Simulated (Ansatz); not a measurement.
# CH₃F₃NSi radical: a ladder of functionals and wavefunction methods

One table from this session's results is given with a row withheld; the runs are named, their logs left out.

Program: Ansatz 0.2.0, Gaussian basis. Level of theory: functionals in def2-TZVPP, the program's frozen cores in correlated methods. These are calculated values, not measurements.

Plan: LDA (SPW92), PBE-D4, revPBE-D4, BLYP-D4, r2SCAN-D4, B97M-V, PBE0-D4, B3LYP-D4, r2SCANh-D4, r2SCAN0-D4, HSE06-D4, BHLYP-D4, CAM-B3LYP-D4, LC-ωPBE, ωB97X-V, ωB97M-V, B2PLYP, PBE-QIDH; CCSD(T)/def2-SVP; CCSD(T)/def2-TZVPP; MP2/def2-QZVPP; extrapolation to the limit; RPA on PBE.

## The relaxed structure

An earlier PBE0-D4 in a triple-zeta def2 set relaxation fixed the geometry.

SMILES `C[N][Si](F)(F)F`, 9 atoms, charge 0, spin multiplicity 2.

Atoms are counted from 1 here; the program's logs count them from 0.

Bond lengths: C1–N2 1.415 Å, C1–H7 1.094 Å, C1–H8 1.105 Å, C1–H9 1.097 Å, N2–Si3 1.704 Å, Si3–F4 1.573 Å, Si3–F5 1.570 Å, Si3–F6 1.579 Å. Angles: N2–C1–H7 111.1°, N2–C1–H8 107.4°, N2–C1–H9 115.2°, H7–C1–H8 105.9°, H7–C1–H9 110.5°, H8–C1–H9 106.2°, C1–N2–Si3 125.4°, N2–Si3–F4 109.4°, N2–Si3–F5 109.3°, N2–Si3–F6 114.7°, F4–Si3–F5 108.5°, F4–Si3–F6 107.6°, F5–Si3–F6 107.2°.

Set-up of the first run:

Input file in.yaml:

```yaml
crystal:
  periodic: [false, false, false]
  atoms:
    - {symbol: C, position_ang: [0.177251, -1.166852, 0.814051]}
    - {symbol: N, position_ang: [0.542438, -0.465006, -0.359209]}
    - {symbol: Si, position_ang: [-0.050673, 1.064414, -0.820812]}
    - {symbol: F, position_ang: [-1.123476, 0.886231, -1.956913]}
    - {symbol: F, position_ang: [1.130696, 1.932134, -1.383259]}
    - {symbol: F, position_ang: [-0.722149, 1.890456, 0.344965]}
    - {symbol: H, position_ang: [0.945438, -1.894185, 1.092539]}
    - {symbol: H, position_ang: [-0.726653, -1.756285, 0.577989]}
    - {symbol: H, position_ang: [-0.084371, -0.537208, 1.673650]}
basis:
  gaussian: {orbitals: def2-TZVPP}
magnetization: {spin_polarized: true, initial_magnetization: 1}
hamiltonian: {xc: lda}
output: {orbitals: {seedname: orbitals}}
```

Launch:

```
$ ansatz run in.yaml --threads 2 --pin off --events-out ev --progress --plain --max-ram 32768MiB --backend cpu
```

Among the steps run: LDA; PBE-D4 (GGA); revPBE-D4 (GGA); BLYP-D4 (GGA); r2SCAN-D4 (meta-GGA); B97M-V (meta-GGA); PBE0-D4 (hybrid); B3LYP-D4 (hybrid); r2SCANh-D4 (hybrid); r2SCAN0-D4 (hybrid); HSE06-D4 (hybrid); BHLYP-D4 (hybrid); CAM-B3LYP-D4 (range-separated); LC-ωPBE (range-separated); ωB97X-V (range-separated); ωB97M-V (range-separated); B2PLYP (double hybrid); PBE-QIDH (double hybrid).

One table of the session follows, with a row left open; its other results are not shown here.

It belongs to the step «Orbital energies across the functionals». 

| functional | HOMO (eV) | LUMO (eV) | gap (eV) |
| --- | --- | --- | --- |
| LDA (SPW92) | -6.56 | -5.74 | 0.82 |
| PBE-D4 | -6.49 | -5.20 | 1.29 |
| revPBE-D4 | -6.43 | -5.05 | 1.38 |
| BLYP-D4 | -6.39 | -5.14 | 1.25 |
| r2SCAN-D4 | -6.80 | -4.63 | 2.17 |
| B97M-V | -6.92 | -4.73 | 2.19 |
| PBE0-D4 | -8.02 | -3.82 | 4.20 |
| B3LYP-D4 | -7.79 | -4.26 | 3.53 |
| r2SCANh-D4 | -7.37 | -4.14 | 3.23 |
| r2SCAN0-D4 | -8.23 | -3.41 | 4.82 |
| HSE06-D4 | -7.61 | -4.22 | 3.39 |
| BHLYP-D4 | -9.48 | -2.44 | 7.04 |
| CAM-B3LYP-D4 | ? | ? | ? |
| LC-ωPBE | -10.90 | -1.24 | 9.66 |
| ωB97X-V | -10.51 | -1.62 | 8.88 |
| ωB97M-V | -10.38 | -1.71 | 8.67 |

Q: Estimate the row for CAM-B3LYP-D4 from the others.

The run gave: HOMO (eV): -9.49; LUMO (eV): -2.69; gap (eV): 6.80. In the column «HOMO (eV)» it lies between ωB97M-V (-10.38) and BHLYP-D4 (-9.48).
